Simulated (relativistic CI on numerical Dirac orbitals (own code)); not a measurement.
**Tl³⁺: one ion under different settings**

How much do the settings matter for Tl³⁺? One ion, several inputs.

The numbers are computed with relativistic CI on numerical Dirac orbitals (own code) version 3 (Dirac-Coulomb-Breit CI, KLI orbitals optimised for each configuration, model QED (radiative potential, 1s self-energy scaled to tabulated hydrogen-like ionisation energies), numerical settings as typed), except any that are marked as measured or tabulated.

## 1. The system

```
ion            : Tl³⁺ (Tl IV)
nuclear charge : 81
electrons      : 78
isotope        : A = 205
```

## 2. The usual input

The run's settings:

```ini
atom Tl  Z=81  charge=3  electrons=78
nucleus A=205  rms_radius_fm=5.4759
hamiltonian dirac-coulomb  breit=on  qed=on  c_scale=1
orbitals kli  potential=per-configuration
slater_scale 1
correlation none
mixing on
grid step=0.0125 r_max=50.3
scf mixing=0.4 start=green max_iterations=150 tolerance=2e-08 node_fill=0.05
configurations
  [Xe] 4f14 5d10
end
```

Launch:

```bash
python run_levels.py task.json out
```

The settings of every run stand in task.json; they run in order.

## 3. Slater scale 0.5

Changes to the settings of step 2:

```diff
@@ -4,3 +4,3 @@
 orbitals kli  potential=per-configuration
-slater_scale 1
+slater_scale 0.5
 correlation none
```

## 4. Grid step 0.008

Changes to the settings of step 3:

```diff
@@ -4,6 +4,6 @@
 orbitals kli  potential=per-configuration
-slater_scale 0.5
+slater_scale 1
 correlation none
 mixing on
-grid step=0.0125 r_max=50.3
+grid step=0.008 r_max=50.3
 scf mixing=0.4 start=green max_iterations=150 tolerance=2e-08 node_fill=0.05
```

## 5. End of the grid 150.9

Changes to the settings of step 4:

```diff
@@ -7,3 +7,3 @@
 mixing on
-grid step=0.008 r_max=50.3
+grid step=0.0125 r_max=150.9
 scf mixing=0.4 start=green max_iterations=150 tolerance=2e-08 node_fill=0.05
```

## 6. Nuclear radius 6.0235, grid step 0.02

The run's settings:

```ini
atom Tl  Z=81  charge=3  electrons=78
nucleus A=205  rms_radius_fm=6.0235
hamiltonian dirac-coulomb  breit=on  qed=on  c_scale=1
orbitals kli  potential=per-configuration
slater_scale 1
correlation none
mixing on
grid step=0.02 r_max=50.3
scf mixing=0.4 start=green max_iterations=150 tolerance=2e-08 node_fill=0.05
configurations
  [Xe] 4f14 5d10
end
```

## 7. Nuclear radius 547.59

The run's settings:

```ini
atom Tl  Z=81  charge=3  electrons=78
nucleus A=205  rms_radius_fm=547.5900
hamiltonian dirac-coulomb  breit=on  qed=on  c_scale=1
orbitals kli  potential=per-configuration
slater_scale 1
correlation none
mixing on
grid step=0.0125 r_max=50.3
scf mixing=0.4 start=green max_iterations=69 tolerance=2e-08 node_fill=0.05
configurations
  [Xe] 4f14 5d10
end
```

(Steps that only read results are left out.)

Before running it: what results should come out? Wanted: lowest level, usual settings; total energy.

The runs gave:

| setting | total energy less usual (Ha) | largest shift of a level among the lowest eight of both runs, same label and place (cm⁻¹) | SCF iterations | time | lowest level | kind of change |
| --- | --- | --- | --- | --- | --- | --- |
| usual | 0 | 0 | 12 | 0.18 s | 5d10 1S0 | - |
| Slater scale 0.5 | 0 | - | 12 | 0.21 s | 5d10 1S0 | model term |
| grid step 0.008 | -0.000152 | - | 12 | 0.33 s | 5d10 1S0 | numerical |
| end of the grid 150.9 | 0 | - | 12 | 0.22 s | 5d10 1S0 | numerical |
| nuclear radius 6.0235, grid step 0.02 | 0.851 | - | 12 | 0.13 s | 5d10 1S0 | unphysical constant |
| nuclear radius 547.59 | 2.7e+03 | - | 12 | 0.2 s | 5d10 1S0 | unsound |

```
                    quantity           value
lowest level, usual settings        5d10 1S0
                total energy  -20232.9536 Ha
```

What this shows: No visible change in the result comes from «Slater scale 0.5» or «end of the grid 150.9». Only the listed configurations are in the model. Near neutrality, missing correlation can shift configurations against each other by thousands of cm⁻¹.
